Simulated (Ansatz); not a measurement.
# CH7BFGeN: the cost of one run

Method: functionals in def2-TZVPP, the program's frozen cores in correlated methods; program: Ansatz 0.2.0, Gaussian basis.

Levels to be run: PBE-D4, r2SCAN-D4, PBE0-D4, B3LYP-D4, ωB97X-V, ωB97M-V, B2PLYP; CCSD(T)/def2-TZVPP; MP2/def2-QZVPP; extrapolation to the limit.

## 1. The relaxed structure

The geometry comes from an earlier relaxation with PBE0-D4 in a triple-zeta def2 set; it is a stationary point, not always the lowest conformer.

SMILES `B[N]([GeH3])CF`, 12 atoms, charge 0, spin multiplicity 1.

Atoms are counted from 1 here; the program's logs count them from 0.

Bond lengths: B1–N2 1.396 Å, B1–H6 1.197 Å, B1–H7 1.199 Å, N2–Ge3 1.875 Å, N2–C4 1.424 Å, Ge3–H8 1.533 Å, Ge3–H9 1.530 Å, Ge3–H10 1.537 Å, C4–F5 1.386 Å, C4–H11 1.092 Å, C4–H12 1.095 Å. Angles: N2–B1–H6 119.3°, N2–B1–H7 119.1°, H6–B1–H7 121.6°, B1–N2–Ge3 121.9°, B1–N2–C4 121.6°, Ge3–N2–C4 116.4°, N2–Ge3–H8 109.9°, N2–Ge3–H9 106.8°, N2–Ge3–H10 106.2°, H8–Ge3–H9 111.3°, H8–Ge3–H10 110.5°, H9–Ge3–H10 112.0°, N2–C4–F5 110.3°, N2–C4–H11 109.9°, N2–C4–H12 111.8°, F5–C4–H11 108.0°, F5–C4–H12 106.1°, H11–C4–H12 110.6°.

Coordinates:

```xyz
12
CH7BFGeN
B    -0.2350    1.6383   -0.0863
N    -0.0207    0.2597   -0.1377
Ge    0.5172   -0.7152    1.3709
C    -0.2676   -0.4909   -1.3229
F    -1.3218   -1.3690   -1.1247
H    -0.0145    2.2287    0.9318
H    -0.6241    2.2050   -1.0684
H    -0.7103   -1.3024    2.0768
H     1.2695    0.2573    2.2817
H     1.4277   -1.8397    0.8523
H    -0.5373    0.1814   -2.1399
H     0.5938   -1.1084   -1.5996
```

## 2. PBE-D4 (GGA)

Contents of in.yaml:

```yaml
crystal:
  periodic: [false, false, false]
  atoms:
    - {symbol: B, position_ang: [-0.234956, 1.638318, -0.086253]}
    - {symbol: N, position_ang: [-0.020656, 0.259730, -0.137680]}
    - {symbol: Ge, position_ang: [0.517234, -0.715236, 1.370856]}
    - {symbol: C, position_ang: [-0.267551, -0.490914, -1.322871]}
    - {symbol: F, position_ang: [-1.321847, -1.368989, -1.124726]}
    - {symbol: H, position_ang: [-0.014539, 2.228703, 0.931767]}
    - {symbol: H, position_ang: [-0.624074, 2.204991, -1.068359]}
    - {symbol: H, position_ang: [-0.710341, -1.302371, 2.076773]}
    - {symbol: H, position_ang: [1.269520, 0.257255, 2.281671]}
    - {symbol: H, position_ang: [1.427699, -1.839748, 0.852251]}
    - {symbol: H, position_ang: [-0.537305, 0.181440, -2.139899]}
    - {symbol: H, position_ang: [0.593815, -1.108381, -1.599630]}
basis:
  gaussian: {orbitals: def2-TZVPP}
hamiltonian: {xc: pbe, dispersion: d4}
output: {forces: true, orbitals: {seedname: orbitals}}
```

Started as:

```sh
$ ansatz run in.yaml --threads 4 --pin off --events-out ev --progress --plain --max-ram 10444MiB
```

**Question.** How long does this run take on 4 threads of Arm Neoverse V1, shared host, and how much memory does it need?

About 3.2 s, with a peak of 0.38 GiB.
